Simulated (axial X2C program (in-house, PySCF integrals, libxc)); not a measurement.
# A two-component session on HfP: properties at the nuclei

Aim: properties at the nuclei of HfP, with spin–orbit coupling in the Hamiltonian from the start.

Method: two-component X2C with atomic mean-field terms, Hf dyall-cv3z, P dyall-v3z; program: an in-house X2C program for linear molecules on PySCF integrals.

All values are calculated.

## (1) Set-up

Contents of task.json:

```json
{
 "zs": [
  72,
  15
 ],
 "q": 0,
 "bas": [
  "dyall-cv3z",
  "dyall-v3z"
 ],
 "r0": 2.3,
 "levels": [
  "PBE0",
  "HF",
  "B3LYP",
  "LDA",
  "PBE50"
 ],
 "nst": 3
}
```

Keys: zs atomic numbers; q charge; bas basis sets; r0 starting distance in Å; levels methods (HF also brings MP2); nst determinants followed.

Started as:

```sh
$ python soeom.py task.json out
```

After this run come: Expectation values, lowest determinant; Expectation values, a higher determinant; Expectation values, a higher determinant.

**Question.** What will these runs give? Wanted: lowest determinant; Eeff magnitude; Ws magnitude Hf; A∥/gI Hf; qzz Hf; higher determinant (for each run or level that gives them).

The runs gave:

| quantity | value |
| --- | --- |
| lowest determinant | Ω = 1/2 (excess of +ω over −ω: ω = 1/2) |
| Eeff magnitude (GV/cm), PBE0 | 16.9 |
| Ws magnitude Hf (kHz), PBE0 | 28 |
| A∥/gI Hf (MHz), PBE0 | 4040 |
| qzz Hf (a.u.), PBE0 | -5.04 |
| higher determinant | Ω = 3/2 (excess of +ω over −ω: ω = 3/2) |
| Eeff magnitude (GV/cm), PBE0, higher determinant | 1.81 |
| Ws magnitude Hf (kHz), PBE0, higher determinant | 1.51 |
| A∥/gI Hf (MHz), PBE0, higher determinant | 49.1 |
| qzz Hf (a.u.), PBE0, higher determinant | -6.76 |
| higher determinant | Ω = 3/2 (excess of +ω over −ω: ω = 3/2) |
| Eeff magnitude (GV/cm), PBE0, higher determinant | 20.9 |
| Ws magnitude Hf (kHz), PBE0, higher determinant | 12.8 |
| A∥/gI Hf (MHz), PBE0, higher determinant | -942 |
| qzz Hf (a.u.), PBE0, higher determinant | 0.33 |

In words: In the first state, the effective field runs from 15.2 to 59.6 GV/cm over the mean-field levels, so the levels don't agree on it. The expectation values come from single determinants, which for open shells can mix terms of unlike spin or miss the lowest Ω, so a determinant need not be a state. Eeff is the effective electric field on the electron dipole moment in this Ω state and Ws the scalar–pseudoscalar constant (defined with the proton number Z and per Ω); A∥ is the parallel hyperfine constant, which follows by multiplying with the nuclear g factor gI = μI/(I μN); qzz is the electric field gradient, eQq0 = 234.96 MHz × Q/barn × qzz; μ is positive if P is the positive end. The operators were transformed with the bare-nucleus X2C matrices.
